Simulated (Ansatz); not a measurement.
# WS2: compression at zero temperature

Aim: relax WS2 at pressures from -2 to 40 GPa within the symmetry of the start, and follow volume, cell shape and gap.

Method: DFT PBEsol+D3(BJ), scalar-relativistic, plane waves, PAW, in Ansatz 0.2.0.

2 further runs of the same task are left out: 2 set aside as unsound or not needed.

## 1. The system as given

Symmetry: P6_3/mmc, No. 194, hexagonal system. Conventional cell: a = 3.115 Å, b = 3.115 Å, c = 11.773 Å, α = 90.00°, β = 90.00°, γ = 120.00°. W (site symmetry -6m2) has 6 S at 2.39 Å as nearest neighbours. Around S (site symmetry 3m) lie 3 W at 2.39 Å.

Structure file:

```cif
data_structure
_symmetry_space_group_name_H-M 'P 1'
_symmetry_Int_Tables_number 1
_cell_length_a 3.1147
_cell_length_b 3.1147
_cell_length_c 11.7734
_cell_angle_alpha 90.000
_cell_angle_beta 90.000
_cell_angle_gamma 120.000
_cell_volume 98.92
loop_
_atom_site_label
_atom_site_type_symbol
_atom_site_fract_x
_atom_site_fract_y
_atom_site_fract_z
_atom_site_occupancy
W1 W 0.33333 0.66667 0.75000 1
W2 W 0.66667 0.33333 0.25000 1
S1 S 0.33333 0.66667 0.11647 1
S2 S 0.66667 0.33333 0.61646 1
S3 S 0.33333 0.66667 0.38354 1
S4 S 0.66667 0.33333 0.88353 1
```

It goes back to an entry of the Materials Project, which need not be the stable form.

This cell was relaxed beforehand with the same method: volume 16.49 Å³/atom, gap on the mesh 0.66 eV.

## 2. Band edges over the zone

input.yaml reads:

```yaml
crystal:
  lattice:
    - [3.1147449149, 0.0, 0.0]
    - [-1.5573724574, 2.6974482226, 0.0]
    - [0.0, 0.0, 11.7733990136]
  atoms:
    - { symbol: W, position: [0.3333333333, 0.6666666667, 0.749997329] }
    - { symbol: W, position: [0.6666666667, 0.3333333333, 0.250002671] }
    - { symbol: S, position: [0.3333333333, 0.6666666667, 0.1164676246] }
    - { symbol: S, position: [0.6666666667, 0.3333333333, 0.6164625732] }
    - { symbol: S, position: [0.3333333333, 0.6666666667, 0.3835374268] }
    - { symbol: S, position: [0.6666666667, 0.3333333333, 0.8835323754] }
basis:
  ecutwfc: 420
kpoints:
  mp_grid: { grid: [12, 12, 4] }
  band_path: { path: [VBM, CBM], npoints: 2 }
hamiltonian:
  xc: pbesol
  dispersion: d3bj
scf:
  occupations: { method: gaussian, width: 0.02 }
output:
  forces: true
  stress: true
  eigenvalues: true
checkpoint:
  read: start.run
  write: ck
  compress: false
  write_wavefunctions: false
  write_every: 100000
```

Launch:

```sh
ansatz run input.yaml --threads 1 --pin off --max-ram 2560MiB --backend cpu --events-out ev --progress --plain --runs-dir out
```

The session goes on with these runs: target pressure -2 GPa; seeking the band edges at -2 GPa; target pressure 2 GPa; the gap over the whole zone at 2 GPa; relaxing at 5 GPa; the gap over the whole zone at 5 GPa; 10 GPa; the gap over the whole zone at 10 GPa; target pressure 20 GPa; target pressure 40 GPa.

**Question.** What will these runs give? Wanted: bulk modulus B0; B0'.

As calculated:

| quantity | value |
| --- | --- |
| volume at 40 GPa | 12.91 Å³/atom, V/V0 = 0.783 |
| bulk modulus B0 (third-order Birch-Murnaghan) | 77 GPa |
| B0' | 6.3 |
| gap at 0 and 40 GPa | 0.64 eV; none (metal) |

In words: At 40 GPa the crystal has lost 21.7 % of its volume. A third-order Birch-Murnaghan curve fits the points with B0 = 77 GPa. The cell gives way unevenly: a -6.6 %, b -6.6 %, c -10.2 %. The gap closes between 10 and 20 GPa; that is the Kohn-Sham gap on the mesh, and since semilocal gaps are small it probably closes too early. Other structures may take over in this range; these runs cannot find them. These runs have no spin-orbit coupling; with W it would split and shift bands.
